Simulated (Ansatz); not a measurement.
# SiAs (quartet): from Hartree-Fock to the top rungs, cc-pVDZ

Aim: climb from Hartree-Fock through coupled cluster and multireference methods for SiAs (quartet) at one geometry and basis, and see what each rung misses.

Method: cc-pVDZ, core rule «outside noble gas», up to 19 orbitals frozen; program: Ansatz 0.2.0, Gaussian basis.

The runs, in order: UHF; CCSD(T) on ROHF; CCSD(T) on UHF; BCCD(T) on ROHF; CISD as a restricted active space (open shells left free, so some higher excitations enter); CCSDT(Q) on ROHF; CCSDT(Q) on UHF; CASSCF and MRCISD+Q, 9 electrons in 8 orbitals; CASSCF and NEVPT2, 9 electrons in 8 orbitals.

19 further runs of the same task are left out: 6 that didn't finish, 13 set aside as unsound or not needed. Runs told in other sessions of the task aren't counted.

## Step 1: The geometry

The geometry is a PBE0/def2-TZVP stationary point (not a proven minimum). No spin-orbit coupling is included. The filled d shell of As may be among the frozen orbitals whatever the setting's name suggests.

2 atoms, charge 0, spin multiplicity 4.

Atoms are counted from 1 here; the program's logs count them from 0.

Bond lengths: Si1–As2 2.454 Å.

## Step 2: UHF

in.yaml

```yaml
crystal:
  periodic: [false, false, false]
  atoms:
    - {symbol: Si, position_ang: [0.000000, 0.000000, 0.000000]}
    - {symbol: As, position_ang: [0.000000, 0.000000, 2.453600]}
basis:
  gaussian: {orbitals: cc-pVDZ}
magnetization: {spin_polarized: true, initial_magnetization: 3}
hamiltonian: {xc: hf}
output: {orbitals: {seedname: orbitals}}
```

Started as:

```console
ansatz run in.yaml --threads 1 --pin off --events-out ev --progress --plain --max-ram 2393MiB
```

The runs that follow: CCSD(T) on ROHF; CCSD(T) on UHF; BCCD(T) on ROHF; CISD as a restricted active space (open shells left free, so some higher excitations enter); CCSDT(Q) on ROHF; CCSDT(Q) on UHF; CASSCF and MRCISD+Q, 9 electrons in 8 orbitals; CASSCF and NEVPT2, 9 electrons in 8 orbitals.

**Question.** What will the summary of the whole plan be? Wanted: UCCSDT(Q) from the RHF energy; RMP2 from UCCSDT(Q); UMP2 from UCCSDT(Q); RCCSD from UCCSDT(Q); RCCSD(T) from UCCSDT(Q); UCCSD(T) from UCCSDT(Q); RCCSDT(Q) from UCCSDT(Q); NEVPT2 valence from UCCSDT(Q); MRCISD+Q valence from UCCSDT(Q).

The runs gave:

| quantity | value |
| --- | --- |
| UCCSDT(Q) from the ROHF energy | -4.5950 eV |
| RMP2 from UCCSDT(Q) | +1072.1 meV |
| UMP2 from UCCSDT(Q) | +1105.6 meV |
| RCCSD from UCCSDT(Q) | +191.1 meV |
| RCCSD(T) from UCCSDT(Q) | +52.7 meV |
| UCCSD(T) from UCCSDT(Q) | +46.1 meV |
| RCCSDT(Q) from UCCSDT(Q) | +7.5 meV |
| NEVPT2 valence from UCCSDT(Q) | +871.1 meV |
| MRCISD+Q valence from UCCSDT(Q) | +12.7 meV |
| levels within 1 kcal/mol (43 meV) | RCCSDT, UCCSDT, RCCSDT(Q), MRCISD+Q valence |
| T1 diagnostic | 0.026 |
| effectively unpaired electrons | 3.04 |

**Reading.** RCCSD(T) misses by +52.7 meV, 1.1 % of the correlation energy. One determinant dominates. Of the multireference levels listed MRCISD+Q valence comes nearest in total energy (+12.7 meV), which doesn't show that its space is the better one. These misses are within one basis, not against nature; the frozen cores of restricted and unrestricted runs differ, which can shift their rows.

With open shells the CI space here admits some higher excitations, so it is larger than plain CISD.
